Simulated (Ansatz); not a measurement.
**C₆H₁₈N₂O₂Ti: one species, many methods**

The task here is to estimate one member of a computed series from the others.

Computed with Ansatz 0.2.0, Gaussian basis. Level: functionals in def2-TZVPP, the program's frozen cores in correlated methods.

Levels to be run: LDA (SPW92), PBE-D4, revPBE-D4, BLYP-D4, r2SCAN-D4, B97M-V, PBE0-D4, B3LYP-D4, r2SCANh-D4, r2SCAN0-D4, HSE06-D4, BHLYP-D4, CAM-B3LYP-D4, LC-ωPBE, ωB97X-V, ωB97M-V, B2PLYP, PBE-QIDH; CCSD(T)/def2-SVP; CCSD(T)/def2-TZVPP; MP2/def2-QZVPP; extrapolation to the limit; RPA on PBE.

## The relaxed structure

All runs share one geometry, relaxed beforehand with PBE0-D4 in a triple-zeta def2 set.

SMILES `CC[N](C)[Ti]([OH])([OH])[N](C)CC`, 29 atoms, charge 0, spin multiplicity 1.

Atoms are counted from 1 here; the program's logs count them from 0.

Bond lengths: C1–C2 1.515 Å, C1–H12 1.093 Å, C1–H13 1.091 Å, C1–H14 1.092 Å, C2–N3 1.446 Å, C2–H15 1.102 Å, C2–H16 1.102 Å, N3–C4 1.445 Å, N3–Ti5 1.890 Å, C4–H17 1.100 Å, C4–H18 1.100 Å, C4–H19 1.091 Å, Ti5–O6 1.833 Å, Ti5–O7 1.818 Å, Ti5–N8 1.884 Å, O6–H20 0.958 Å, O7–H21 0.957 Å, N8–C9 1.438 Å and more. Angles: C2–C1–H12 111.1°, C2–C1–H13 111.5°, C2–C1–H14 109.9°, H12–C1–H13 107.9°, H12–C1–H14 107.9°, H13–C1–H14 108.4°, C1–C2–N3 113.9°, C1–C2–H15 109.2°, C1–C2–H16 109.6°, N3–C2–H15 108.5°, N3–C2–H16 109.6°, H15–C2–H16 105.7°, C2–N3–C4 111.9°, C2–N3–Ti5 127.0°, C4–N3–Ti5 121.1°, N3–C4–H17 111.2°, N3–C4–H18 111.3°, N3–C4–H19 110.9° and more.

Set-up of the first run:

File in.yaml:

```yaml
crystal:
  periodic: [false, false, false]
  atoms:
    - {symbol: C, position_ang: [-1.455903, -1.858699, -0.856562]}
    - {symbol: C, position_ang: [-2.394872, -0.828626, -0.262206]}
    - {symbol: N, position_ang: [-1.795984, 0.474569, -0.078208]}
    - {symbol: C, position_ang: [-2.691128, 1.387772, 0.594400]}
    - {symbol: Ti, position_ang: [-0.084231, 1.031675, -0.652678]}
    - {symbol: O, position_ang: [0.400621, 0.387467, -2.299261]}
    - {symbol: O, position_ang: [-0.020754, 2.848506, -0.620736]}
    - {symbol: N, position_ang: [1.131369, 0.315711, 0.595561]}
    - {symbol: C, position_ang: [0.886224, -0.323351, 1.860575]}
    - {symbol: C, position_ang: [2.525748, 0.343723, 0.195896]}
    - {symbol: C, position_ang: [3.065992, -1.005908, -0.252227]}
    - {symbol: H, position_ang: [-0.576200, -2.001316, -0.223062]}
    - {symbol: H, position_ang: [-1.109991, -1.560518, -1.847657]}
    - {symbol: H, position_ang: [-1.965835, -2.820086, -0.945067]}
    - {symbol: H, position_ang: [-2.755658, -1.188500, 0.715080]}
    - {symbol: H, position_ang: [-3.291215, -0.737277, -0.896505]}
    - {symbol: H, position_ang: [-2.942837, 1.026863, 1.602546]}
    - {symbol: H, position_ang: [-3.636021, 1.498646, 0.042971]}
    - {symbol: H, position_ang: [-2.239895, 2.376271, 0.687636]}
    - {symbol: H, position_ang: [0.480192, 0.883848, -3.114322]}
    - {symbol: H, position_ang: [0.550024, 3.453195, -0.147499]}
    - {symbol: H, position_ang: [1.461951, 0.155826, 2.666356]}
    - {symbol: H, position_ang: [-0.171752, -0.255328, 2.115221]}
    - {symbol: H, position_ang: [1.159309, -1.387939, 1.855728]}
    - {symbol: H, position_ang: [3.134410, 0.739265, 1.024001]}
    - {symbol: H, position_ang: [2.643174, 1.056068, -0.630017]}
    - {symbol: H, position_ang: [2.491977, -1.370227, -1.106868]}
    - {symbol: H, position_ang: [4.114368, -0.921813, -0.549803]}
    - {symbol: H, position_ang: [3.007317, -1.747915, 0.546910]}
basis:
  gaussian: {orbitals: def2-TZVPP}
hamiltonian: {xc: lda}
output: {orbitals: {seedname: orbitals}}
```

Command:

```console
$ ansatz run in.yaml --threads 11 --pin off --events-out ev --progress --plain --max-ram 174080MiB --backend cuda --devices 0, --max-vram 75GiB
```

Among the steps run: LDA; PBE-D4 (GGA); revPBE-D4 (GGA); BLYP-D4 (GGA); r2SCAN-D4 (meta-GGA); B97M-V (meta-GGA); B3LYP-D4 (hybrid); r2SCANh-D4 (hybrid); r2SCAN0-D4 (hybrid); HSE06-D4 (hybrid); BHLYP-D4 (hybrid); CAM-B3LYP-D4 (range-separated); LC-ωPBE (range-separated); ωB97X-V (range-separated); ωB97M-V (range-separated); B2PLYP (double hybrid); PBE-QIDH (double hybrid).

One table of the session follows, with a row left open; its other results are not shown here.

It belongs to the step «Orbital energies across the functionals». 

| functional | HOMO (eV) | gap (eV) |
| --- | --- | --- |
| LDA (SPW92) | -5.00 | 3.09 |
| PBE-D4 | -4.86 | 3.17 |
| revPBE-D4 | -4.79 | 3.19 |
| BLYP-D4 | -4.75 | 3.16 |
| r2SCAN-D4 | -5.06 | 3.49 |
| B97M-V | -5.21 | 3.57 |
| PBE0-D4 | -6.09 | 5.42 |
| B3LYP-D4 | -5.90 | 4.94 |
| r2SCANh-D4 | -5.53 | 4.35 |
| r2SCAN0-D4 | -6.25 | 5.66 |
| HSE06-D4 | ? | ? |
| BHLYP-D4 | -7.29 | 7.78 |
| CAM-B3LYP-D4 | -7.44 | 7.89 |
| LC-ωPBE | -8.73 | 10.34 |
| ωB97X-V | -8.43 | 9.98 |
| ωB97M-V | -8.36 | 9.54 |

**Question.** Estimate the row for HSE06-D4.

As computed: HOMO (eV): -5.69; gap (eV): 4.64. In the column «HOMO (eV)» it lies between B3LYP-D4 (-5.90) and r2SCANh-D4 (-5.53).
